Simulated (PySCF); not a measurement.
# NaCd at other levels of theory

What do other methods print for NaCd?

Program: PySCF 2.14.0. Level of theory: method and basis as typed in the scripts. These are calculated values, not measurements.

7 further runs of the same task are left out: 1 for a known fault of the program, 6 that didn't finish.

**1. The system as given**

NaCd: 2 atoms, charge 0, spin multiplicity 2.

Bond lengths: Na1–Cd2 2.975 Å.

**2. Base script**

File input.py:

```python
from pyscf import gto, scf, mp

mol = gto.M(
    atom='Na 0 0 0; Cd 0 0 2.975',
    basis='3-21g',
    charge=0,
    spin=1,
    symmetry=True,
    verbose=4,
)
mf = scf.UHF(mol)
mf.kernel()
mp.MP2(mf, frozen=15).kernel()
mf.dip_moment()
print('orbital energies (hartree):', [e[max(0, n-3):n+3].round(4) for e, n in zip(mf.mo_energy, mol.nelec)])
```

Launch:

```sh
OMP_NUM_THREADS=1 python input.py
```

**3. TDA**

Edit 1 changes step after the SCF: mp2 → tda; number of roots: none → 4.

Changes to input.py since step 2:

```diff
@@ -1,2 +1,2 @@
-from pyscf import gto, scf, mp
+from pyscf import gto, scf, tdscf
 
@@ -12,3 +12,6 @@
 mf.kernel()
-mp.MP2(mf, frozen=15).kernel()
+td = tdscf.TDA(mf)
+td.nstates = 4
+td.kernel()
+td.analyze()
 mf.dip_moment()
```

**4. Pw91 (UKS)**

Edit 2 changes functional: none (Hartree–Fock) → pw91; SCF type: UHF → UKS; step after the SCF: mp2 → analyze.

File input.py:

```python
from pyscf import gto, dft

mol = gto.M(
    atom='Na 0 0 0; Cd 0 0 2.975',
    basis='3-21g',
    charge=0,
    spin=1,
    symmetry=True,
    verbose=4,
)
mf = dft.UKS(mol, xc='pw91')
mf.kernel()
mf.analyze()
print('orbital energies (hartree):', [e[max(0, n-3):n+3].round(4) for e, n in zip(mf.mo_energy, mol.nelec)])
```

**5. Tpss (UKS)**

Edit 3 changes functional: none (Hartree–Fock) → tpss; SCF type: UHF → UKS; step after the SCF: mp2 → analyze.

File input.py:

```python
from pyscf import gto, dft

mol = gto.M(
    atom='Na 0 0 0; Cd 0 0 2.975',
    basis='3-21g',
    charge=0,
    spin=1,
    symmetry=True,
    verbose=4,
)
mf = dft.UKS(mol, xc='tpss')
mf.kernel()
mf.analyze()
print('orbital energies (hartree):', [e[max(0, n-3):n+3].round(4) for e, n in zip(mf.mo_energy, mol.nelec)])
```

Before running it: what results should come out? Wanted: for each run, E(SCF); from base; gap, α spin; SCF dipole; after the SCF.

The runs gave:

| run | E(SCF) (hartree) | from base (eV) | cycles | gap, α spin (eV) | SCF dipole (D) | after the SCF |
| --- | --- | --- | --- | --- | --- | --- |
| base | -5600.682300 | 0 | 12 | 4.93 | 0.25 | MP2 correlation -3.014 eV, core frozen |
| TDA | -5600.682300 | 0.0000 | 12 | 4.93 | 0.25 | lowest root found 1.12 eV |
| pw91 (UKS) | -5603.867222 | not comparable | 9 | 1.18 | 0.25 | n/a |
| tpss (UKS) | -5603.316798 | not comparable | 9 | 1.28 | 0.14 | n/a |

In words: Total energies of different functionals can't be compared with each other; differences within one functional can. The dearest run is “tpss (UKS)”, at 4.9 s against 0.94 s.
